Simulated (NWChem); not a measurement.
# One shape, several levels: CH5AsSi (SMILES C1[SiH2][AsH]1)

Aim: a comparison of 6 runs (HF/def2-SVP, B3LYP/def2-SVP, M06-2X/def2-SVP, PBE0/def2-SVP, MP2/def2-SVP, CCSD(T)/def2-SVP) of CH5AsSi. 

The calculation is run with NWChem 7.3.0.

2 further runs of the same task are left out: 2 set aside as unsound or not needed. Runs told in other sessions of the task aren't counted.

### Step 1. The structure to begin with

CH5AsSi: 8 atoms, total charge 0, spin state singlet. SMILES: `C1[SiH2][AsH]1`. The Si2–H7 distance was set to 2.662 Å, away from the relaxed value. At this shape a bond of the SMILES string is far longer than usual.

Bond lengths: C1–Si2 1.843 Å, C1–As3 2.046 Å, Si2–As3 2.317 Å, C1–H4 1.084 Å, C1–H5 1.086 Å, Si2–H6 1.480 Å, As3–H8 1.526 Å. Some angles: C1–Si2–As3 57.6°, Si2–C1–As3 72.9°, C1–As3–Si2 49.5°, C1–Si2–H6 117.5°, As3–Si2–H6 118.8°, Si2–C1–H4 121.0°, Si2–C1–H5 118.1°, As3–C1–H4 114.8°, As3–C1–H5 110.5°, C1–As3–H8 92.8°.

### Step 2. A single-point energy at HF/def2-SVP (run 1)

ch5assi.nw

```
start ch5assi
memory stack 880 mb heap 220 mb global 1100 mb

geometry units angstroms noautosym nocenter noautoz
  C       -1.836703       0.210541      -0.101759
  Si      -0.358603       0.855741       0.789941
  As      -1.604503      -0.930059       1.581441
  H       -1.733603      -0.331359      -1.035059
  H       -2.757103       0.784441      -0.048059
  H       -0.485103       2.166541       1.464741
  H        2.040800       0.422300      -0.277100
  H       -0.638003      -1.886759       0.889841
end

basis spherical bse
  * library def2-SVP
end

scf
  thresh 1e-08
  maxiter 80
end

task scf energy
```

Command:

```
$ nwchem ch5assi.nw > ch5assi.out
```

Log:

```text
[...]
  functions       =    89
[...]
  wavefunction    = RHF
[...]
         Total SCF energy =  -2563.337495184921
      One-electron energy =  -4050.473317121934
      Two-electron energy =   1245.474593360941
 Nuclear repulsion energy =    241.661228576071
        Time for solution =     12.3s
[...]
```

Wall time 14 s (1 thread of Intel Xeon 6975P-C (Granite Rapids), shared host); peak memory 0.096 GiB.

### Step 3. The energy at B3LYP/def2-SVP (run 2)

a.xyz

```xyz
8
CH5AsSi
C     -1.836703     0.210541    -0.101759
Si    -0.358603     0.855741     0.789941
As    -1.604503    -0.930059     1.581441
H     -1.733603    -0.331359    -1.035059
H     -2.757103     0.784441    -0.048059
H     -0.485103     2.166541     1.464741
H      2.040800     0.422300    -0.277100
H     -0.638003    -1.886759     0.889841
```

a.nw

```
start a
title "CH5AsSi"
memory stack 880 mb heap 220 mb global 1100 mb

geometry noautosym nocenter noautoz
load format xyz a.xyz
end

basis spherical bse
* library def2-SVP
end

dft
xc b3lyp
mult 1
grid xfine
convergence energy 1e-08
maxiter 100
mulliken
end

task dft energy
```

Command:

```
$ nwchem a.nw > a.out
```

Log:

```text
[...]
          Wavefunction type:  closed shell.
          No. of atoms     :     8
          No. of electrons :    58
[...]
          Charge           :     0
          Spin multiplicity:     1
[...]
          AO basis - number of functions:    89
[...]
              XC Information
              --------------
                         B3LYP Method XC Potential
                     Hartree-Fock (Exact) Exchange  0.200
                        Slater Exchange Functional  0.800 local
                    Becke 1988 Exchange Functional  0.720 non-local
              Lee-Yang-Parr Correlation Functional  0.810
                  VWN I RPA Correlation Functional  0.190 local
[...]
 d= 0,ls=0.0,diis     1  -2565.9643624990 -2.81D+03  9.78D-03  2.78D-01     3.0
[...]
 d= 0,ls=0.0,diis    11  -2566.0021981193 -3.95D-09  3.53D-07  7.39D-10    27.8
         Total DFT energy =    -2566.002198119309
      One electron energy =    -4050.433934063220
           Coulomb energy =     1353.945055589884
    Exchange-Corr. energy =     -111.174548222044
 Nuclear repulsion energy =      241.661228576071
[...]
      Total Density - Mulliken Population Analysis
     ---------------------------------------------
    Atom       Charge   Shell Charges
 -----------   ------   -------------------------------------------------------
    1 C    6     6.28   1.99  0.91  0.28  2.08  1.01  0.02
    2 Si  14    13.72   2.00  1.98  1.10  0.33  5.92  1.19  1.04  0.16
    3 As  33    32.97   2.00  2.00  1.99  1.43  0.42  6.00  5.97  1.57  1.47  8.13  1.79  0.18
    4 H    1     0.91   0.73  0.16  0.03
    5 H    1     0.92   0.73  0.17  0.03
    6 H    1     1.04   0.73  0.30  0.01
    7 H    1     1.13   0.51  0.61  0.00
    8 H    1     1.02   0.71  0.29  0.02
[...]
```

Wall time 29 s (1 thread of Intel Xeon 6975P-C (Granite Rapids), shared host); peak memory 0.14 GiB.

Run 3 isn't shown in full; the table further down has it.

### Step 4. The energy at PBE0/def2-SVP (run 4)

ch5assi.xyz

```xyz
8
CH5AsSi
C     -1.836703     0.210541    -0.101759
Si    -0.358603     0.855741     0.789941
As    -1.604503    -0.930059     1.581441
H     -1.733603    -0.331359    -1.035059
H     -2.757103     0.784441    -0.048059
H     -0.485103     2.166541     1.464741
H      2.040800     0.422300    -0.277100
H     -0.638003    -1.886759     0.889841
```

ch5assi.nw

```
start ch5assi
title "CH5AsSi"
memory 2200 mb

geometry noautosym nocenter noautoz
load ch5assi.xyz
end

basis spherical bse
* library def2-SVP
end

dft
xc pbe0
grid xfine
convergence energy 1e-08
iterations 100
mulliken
print medium
end

task dft energy
```

Command:

```
$ nwchem ch5assi.nw > ch5assi.out
```

Log:

```text
[...]
          Wavefunction type:  closed shell.
          No. of atoms     :     8
          No. of electrons :    58
[...]
          Charge           :     0
          Spin multiplicity:     1
[...]
          AO basis - number of functions:    89
[...]
              XC Information
              --------------
                         PBE0 Method XC Functional
                     Hartree-Fock (Exact) Exchange  0.250
          PerdewBurkeErnzerhof Exchange Functional  0.750
            Perdew 1991 LDA Correlation Functional  1.000 local
           PerdewBurkeErnz. Correlation Functional  1.000 non-local
[...]
 d= 0,ls=0.0,diis     1  -2565.4606939577 -2.81D+03  8.84D-03  2.28D-01     2.9
[...]
 d= 0,ls=0.0,diis    10  -2565.4942430025 -1.01D-09  6.21D-07  1.73D-09    26.6
         Total DFT energy =    -2565.494243002533
      One electron energy =    -4050.675111157404
           Coulomb energy =     1354.187867322389
    Exchange-Corr. energy =     -110.668227743588
 Nuclear repulsion energy =      241.661228576071
[...]
      Total Density - Mulliken Population Analysis
     ---------------------------------------------
    Atom       Charge   Shell Charges
 -----------   ------   -------------------------------------------------------
    1 C    6     6.37   1.99  0.89  0.34  2.06  1.08  0.02
    2 Si  14    13.74   2.00  1.98  1.07  0.35  5.93  1.18  1.07  0.17
    3 As  33    33.02   2.00  2.00  1.99  1.40  0.47  6.00  5.97  1.56  1.51  8.14  1.79  0.19
    4 H    1     0.88   0.72  0.14  0.03
    5 H    1     0.88   0.72  0.14  0.03
    6 H    1     1.02   0.72  0.29  0.01
    7 H    1     1.11   0.49  0.61  0.00
    8 H    1     0.98   0.69  0.27  0.02
[...]
```

It took 27 s on 1 thread of Intel Xeon 6975P-C (Granite Rapids), shared host; peak memory 0.14 GiB.

Run 5 isn't shown in full; the table further down has it.

### Step 5. The energy at CCSD(T)/def2-SVP (run 6)

input.nw

```
echo
start input
title "CH5AsSi ccsd(t)"
memory stack 880 mb heap 220 mb global 1100 mb
charge 0

geometry units angstrom noautosym nocenter noautoz
  C       -1.836703       0.210541      -0.101759
  Si      -0.358603       0.855741       0.789941
  As      -1.604503      -0.930059       1.581441
  H       -1.733603      -0.331359      -1.035059
  H       -2.757103       0.784441      -0.048059
  H       -0.485103       2.166541       1.464741
  H        2.040800       0.422300      -0.277100
  H       -0.638003      -1.886759       0.889841
end

basis "ao basis" spherical bse
  C library def2-SVP
  Si library def2-SVP
  As library def2-SVP
  H library def2-SVP
end

scf
  singlet
  rhf
  thresh 1e-08
  maxiter 80
end

ccsd
  freeze core 15
  maxiter 60
end

task ccsd(t) energy
```

Command:

```
$ nwchem input.nw > input.out
```

Log:

```text
[...]
  functions       =    89
[...]
  wavefunction    = RHF
[...]
         Total SCF energy =  -2563.337495184921
      One-electron energy =  -4050.473317121934
      Two-electron energy =   1245.474593360941
 Nuclear repulsion energy =    241.661228576071
        Time for solution =     11.6s
[...]
 Total MP2 energy:          -2563.825827552179817
[...]
             energy      energy      error      ampl     ampl      Block
                                                time     time      time
[...]
 Total CCSD energy:          -2563.872380934911234
[...]
 Total CCSD+T(CCSD) energy:          -2563.895609803069874
[...]
 Total CCSD(T) energy:               -2563.894344788041963
[...]
```

Run time: 2.4 min. Hardware: 1 thread of Intel Xeon 6975P-C (Granite Rapids), shared host; peak memory 0.26 GiB.

### Step 6. Overview of the runs

```csv
run,level,iteration cap,module,energy (Eh),dipole moment (D) of the reference,HOMO energy (eV),LUMO energy (eV),wall time
1,HF/def2-SVP,80,scf,-2563.337495,1.85,-8.98,0.05,14 s
2,B3LYP/def2-SVP,100,dft,-2566.002198,1.64,-6.78,-3.16,29 s
3,M06-2X/def2-SVP,100,dft,-2565.899833,1.38,-7.86,-2.29,38 s
4,PBE0/def2-SVP,100,dft,-2565.494243,1.51,-7.01,-2.99,27 s
5,MP2/def2-SVP,80,mp2,-2563.825828,–,–,–,15 s
6,CCSD(T)/def2-SVP,80,ccsd(t),-2563.894345,–,-8.98,0.05,2.4 min
```

### Step 7. Summary of results

| quantity | value |
| --- | --- |
| run 6: total energy | -2563.89434 Eh |
| run 6: HOMO energy (Hartree–Fock orbitals) | -8.98 eV |
| run 6: LUMO energy (Hartree–Fock orbitals) | 0.05 eV |
| run 6: HOMO–LUMO gap (Hartree–Fock orbitals) | 9.03 eV |
| run 6: correlation energy (15 core orbitals frozen) | -556.8 mEh |
| run 6: (T) correction | -21.96 mEh |

Below the HF energy at the same shape and in the same basis (def2-SVP): MP2 -488.3 mEh; CCSD(T) -556.8 mEh. Over runs 1, 2, 3, 4 the dipole moment (its size) runs from 1.38 D (M06-2X/def2-SVP) to 1.85 D (HF/def2-SVP). Over runs 1, 2, 3, 4 the HOMO–LUMO gap runs from 3.63 eV (B3LYP/def2-SVP) to 9.03 eV (HF/def2-SVP). Exact exchange widens orbital gaps. Totals of different functionals can't be ranked against each other. In all runs a closed-shell determinant meets a far-stretched bond; if it breaks into open shells, such a determinant describes it badly, and no broken-symmetry solution was shown. All runs together took 4.4 min, the longest 2.4 min.
